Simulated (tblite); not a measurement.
# C6H9GeN: the cost of one run

Computed with tblite 0.8.0 and PySCF 2.14.0, with density-fitted response routines of our own, on a single molecule in the gas phase. Atoms are numbered from 0 throughout.

### 1 The molecule as given

17 atoms, charge 0, multiplicity 1; geometry from: force field or distance geometry start.

Bonds of the start (Å): N0–C1 1.13, C1–C2 1.49, C2–C3 1.48, C3–C4 1.32, C4–C5 1.50, C5–Ge6 1.94, C4–C7 1.47, C7–C2 1.49, C2–H8 1.11, C3–H9 1.09, C5–H10 1.11, C5–H11 1.11, Ge6–H12 1.56, Ge6–H13 1.55, Ge6–H14 1.55, C7–H15 1.11, C7–H16 1.11.

### 2 Optimising the geometry with GFN2-xTB

What the job is given:

```
{"job": {"kind": "relax", "xc": "GFN2-xTB", "basis": "xTB"}, "charge": 0, "multiplicity": 1}
N     -3.865300     1.465400     0.201400
C     -3.032000     0.724200     0.401500
C     -1.927300    -0.227600     0.699500
C     -1.160600    -0.508900    -0.537400
C     -0.045900     0.072500    -0.137700
C      1.318900     0.305100    -0.723000
Ge     2.547300    -0.543400     0.510400
C     -0.674200     0.446300     1.132800
H     -2.244500    -1.127000     1.261300
H     -1.414000    -1.047000    -1.452100
H      1.371400    -0.160300    -1.727000
H      1.469500     1.398800    -0.793700
H      3.926100     0.172600     0.410700
H      2.078900    -0.442600     1.988800
H      2.740800    -2.028400     0.126200
H     -0.266800    -0.026700     2.051700
H     -0.829100     1.538900     1.226100
```

Launch:

```
> OMP_NUM_THREADS=1 python probes_run.py task.json out
```

This one command runs all jobs of the session in turn.

**Question.** How long does this first job take on 1 thread of Arm Neoverse N1, shared host, and how much memory does it need?

About 1.1 s, with a peak of 0.18 GiB.
